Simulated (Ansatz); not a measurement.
**MoH₂O+ (octet): wave-function methods side by side, def2-TZVPP**

The task here is to estimate one member of a computed series from the others.

The runs use Ansatz 0.2.0, Gaussian basis; def2-TZVPP, core rule «outside noble gas», up to 5 orbitals frozen.

To be run: UHF; CCSD(T) on ROHF; CCSD(T) on UHF; CCSDT(Q) on ROHF; CCSDT(Q) on UHF; CASSCF and NEVPT2, 13 electrons in 12 orbitals.

5 further runs of the same task are left out: 2 for a known fault of the program, 3 set aside as unsound or not needed. Runs told in other sessions of the task aren't counted.

### The system

The geometry is a PBE0/def2-TZVP stationary point (not a proven minimum) of the parent state, kept for this charge and spin. No spin-orbit coupling is included. Elements past krypton take def2 core potentials.

4 atoms, charge 1, spin multiplicity 8.

Atoms are counted from 1 here; the program's logs count them from 0.

Bond lengths: Mo1–O2 2.171 Å, O2–H3 0.964 Å, O2–H4 0.964 Å. Angles: Mo1–O2–H3 126.0°, Mo1–O2–H4 126.0°, H3–O2–H4 108.0°.

Set-up of the first run:

Input file in.yaml:

```yaml
crystal:
  periodic: [false, false, false]
  atoms:
    - {symbol: Mo, position_ang: [0.000000, 0.000000, 0.353257]}
    - {symbol: O, position_ang: [0.000000, 0.000000, -1.817854]}
    - {symbol: H, position_ang: [0.000000, 0.780356, -2.384507]}
    - {symbol: H, position_ang: [0.000000, -0.780356, -2.384507]}
basis:
  gaussian: {orbitals: def2-TZVPP}
total_charge: 1
magnetization: {spin_polarized: true, initial_magnetization: 7}
hamiltonian: {xc: hf}
output: {orbitals: {seedname: orbitals}}
```

Command:

```console
ansatz run in.yaml --threads 1 --pin off --events-out ev --progress --plain --max-ram 4096MiB --backend cpu
```

Among the steps run: UHF; CCSD(T) on ROHF; CCSD(T) on UHF; CCSDT(Q) on ROHF; CCSDT(Q) on UHF; CASSCF and NEVPT2, 13 electrons in 12 orbitals.

One of the session's tables, all rows but one given; the rest of the session is left out.

| method | from RCCSDT(Q) (kJ/mol) |
| --- | --- |
| ROHF | +849.9 |
| UHF | +829.2 |
| RMP2 | +81.6 |
| UMP2 | +77.6 |
| RCCSD | +24.9 |
| UCCSD | ? |
| RCCSD(T) | +2.5 |
| UCCSD(T) | -3.3 |
| RCCSDT | +0.7 |
| UCCSDT | -5.2 |
| RCCSDT(Q) | 0 |
| UCCSDT(Q) | -5.9 |
| CASSCF valence | +710.2 |
| NEVPT2 valence | +141.9 |

Q: Estimate the row for UCCSD from the others.

The run gave: from RCCSDT(Q) (kJ/mol): +18.8. In the column «from RCCSDT(Q) (kJ/mol)» it lies between RCCSD(T) (+2.5) and RCCSD (+24.9).

Limits of these values: Restricted and unrestricted rows rest on different reference determinants; a gap between their highest levels can come from leftover correlation error, from unlike frozen cores or from another state.
